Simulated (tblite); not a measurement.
# C2H13O2PSi3: the cost of one run

The runs use tblite 0.8.0 and PySCF 2.14.0, with density-fitted response routines of our own; the level of theory stands in each step. All values are computed, except where a source is named. Atoms count from 0, in the outputs and in this text.

### Step 1. The molecule as given

21 atoms, charge 0, multiplicity 1; geometry from: force field or distance geometry start.

Bonds of the start (Å): C0–Si1 1.86, Si1–O2 1.66, O2–Si3 1.66, Si3–C4 1.84, Si3–P5 2.24, Si3–O6 1.65, O6–Si7 1.65, C0–H8 1.10, C0–H9 1.09, C0–H10 1.09, Si1–H11 1.48, Si1–H12 1.48, C4–H13 1.09, C4–H14 1.09, C4–H15 1.09, P5–H16 1.41, P5–H17 1.41, Si7–H18 1.48, Si7–H19 1.48, Si7–H20 1.49.

### Step 2. Optimising the geometry with GFN2-xTB

Job settings and geometry (Å):

```
{"job": {"kind": "relax", "xc": "GFN2-xTB", "basis": "xTB"}, "charge": 0, "multiplicity": 1}
C      3.431300     1.110600     0.394300
Si     1.907200     0.732600    -0.601500
O      0.858700    -0.267400     0.202900
Si    -0.658100    -0.911500     0.011200
C     -1.047300    -1.449700    -1.703200
P     -0.677900    -2.748300     1.292800
O     -1.800100     0.081400     0.671800
Si    -2.506600     1.546300     0.392800
H      3.170200     1.613500     1.333300
H      3.969400     0.201000     0.651700
H      4.097500     1.767600    -0.161200
H      2.290700     0.071500    -1.865000
H      1.199400     1.984500    -0.933500
H     -2.022200    -1.932500    -1.770900
H     -0.305100    -2.147300    -2.086500
H     -1.064500    -0.589800    -2.378900
H     -2.075200    -2.907200     1.339500
H     -0.593200    -2.083100     2.537400
H     -1.510700     2.627500     0.536600
H     -3.611500     1.756100     1.361000
H     -3.060900     1.561200    -0.986700
```

The run is started by

```console
$ OMP_NUM_THREADS=1 python probes_run.py task.json out
```

The driver reads the jobs from task.json and runs them one after another.

**Question.** How long does this first job take on 1 thread of Arm Neoverse V2, shared host, and how much memory does it need?

About 2.7 s, with a peak of 0.18 GiB.
